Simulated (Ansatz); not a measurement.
# C₂H₆F₂Zr: how energies converge with the basis set

An exercise on one series of results from a longer session: the logs are not shown, and one member is left open.

Method: one geometry, several basis sets; program: Ansatz 0.2.0, Gaussian basis.

The runs, in order: PBE0-D4/def2-SVP; ωB97M-V/def2-SVP; PBE0-D4/def2-QZVPP; ωB97M-V/def2-QZVPP; the functionals' def2-TZVPP values are taken from earlier runs.

**The relaxed structure**

An earlier PBE0-D4 in a triple-zeta def2 set relaxation fixed the geometry. Zr takes the def2 core potential; no spin-orbit term is included.

SMILES `[CH3][Zr]([CH3])([F])[F]`, 11 atoms, charge 0, spin multiplicity 1.

Atoms are counted from 1 here; the program's logs count them from 0.

Bond lengths: C1–Zr2 2.210 Å, C1–H6 1.096 Å, C1–H7 1.096 Å, C1–H8 1.097 Å, Zr2–C3 2.209 Å, Zr2–F4 1.903 Å, Zr2–F5 1.903 Å, C3–H9 1.098 Å, C3–H10 1.096 Å, C3–H11 1.096 Å. Angles: Zr2–C1–H6 111.4°, Zr2–C1–H7 112.5°, Zr2–C1–H8 109.8°, H6–C1–H7 107.7°, H6–C1–H8 107.7°, H7–C1–H8 107.5°, C1–Zr2–C3 105.7°, C1–Zr2–F4 108.7°, C1–Zr2–F5 108.9°, C3–Zr2–F4 109.2°, C3–Zr2–F5 108.8°, F4–Zr2–F5 115.0°, Zr2–C3–H9 109.5°, Zr2–C3–H10 112.5°, Zr2–C3–H11 111.7°, H9–C3–H10 107.5°, H9–C3–H11 107.7°, H10–C3–H11 107.8°.

Set-up of the first run:

The input, in.yaml:

```yaml
crystal:
  periodic: [false, false, false]
  atoms:
    - {symbol: C, position_ang: [-1.647874, 0.696252, 0.265438]}
    - {symbol: Zr, position_ang: [0.261979, 0.374803, -0.798086]}
    - {symbol: C, position_ang: [1.414119, -1.035864, 0.452407]}
    - {symbol: F, position_ang: [-0.104086, -0.436941, -2.479518]}
    - {symbol: F, position_ang: [1.203719, 2.025524, -0.888831]}
    - {symbol: H, position_ang: [-1.512373, 1.331256, 1.148542]}
    - {symbol: H, position_ang: [-2.407100, 1.165871, -0.369836]}
    - {symbol: H, position_ang: [-2.050981, -0.266288, 0.605150]}
    - {symbol: H, position_ang: [1.235351, -0.815300, 1.512942]}
    - {symbol: H, position_ang: [2.493701, -0.964935, 0.278847]}
    - {symbol: H, position_ang: [1.113524, -2.074377, 0.272944]}
basis:
  gaussian: {orbitals: def2-SVP}
hamiltonian: {xc: pbe0, dispersion: d4}
output: {orbitals: {seedname: orbitals}}
```

Started as:

```
> ansatz run in.yaml --threads 4 --pin off --events-out ev --progress --plain --max-ram 10444MiB
```

Among the steps run: PBE0-D4 in def2-SVP; ωB97M-V in def2-SVP; PBE0-D4 in def2-QZVPP; ωB97M-V in def2-QZVPP.

One table of the session follows, with a row left open; its other results are not shown here.

It belongs to the step «Functionals by basis». 

```
functional       basis  HOMO (eV)
   PBE0-D4    def2-SVP          ?
   PBE0-D4  def2-TZVPP      -7.96
   PBE0-D4  def2-QZVPP      -7.97
   ωB97M-V    def2-SVP     -10.23
   ωB97M-V  def2-TZVPP     -10.26
   ωB97M-V  def2-QZVPP     -10.26
```

Q: Estimate the row for PBE0-D4, def2-SVP from the others.

As computed: HOMO (eV): -7.94. In the column «HOMO (eV)» it is the highest.
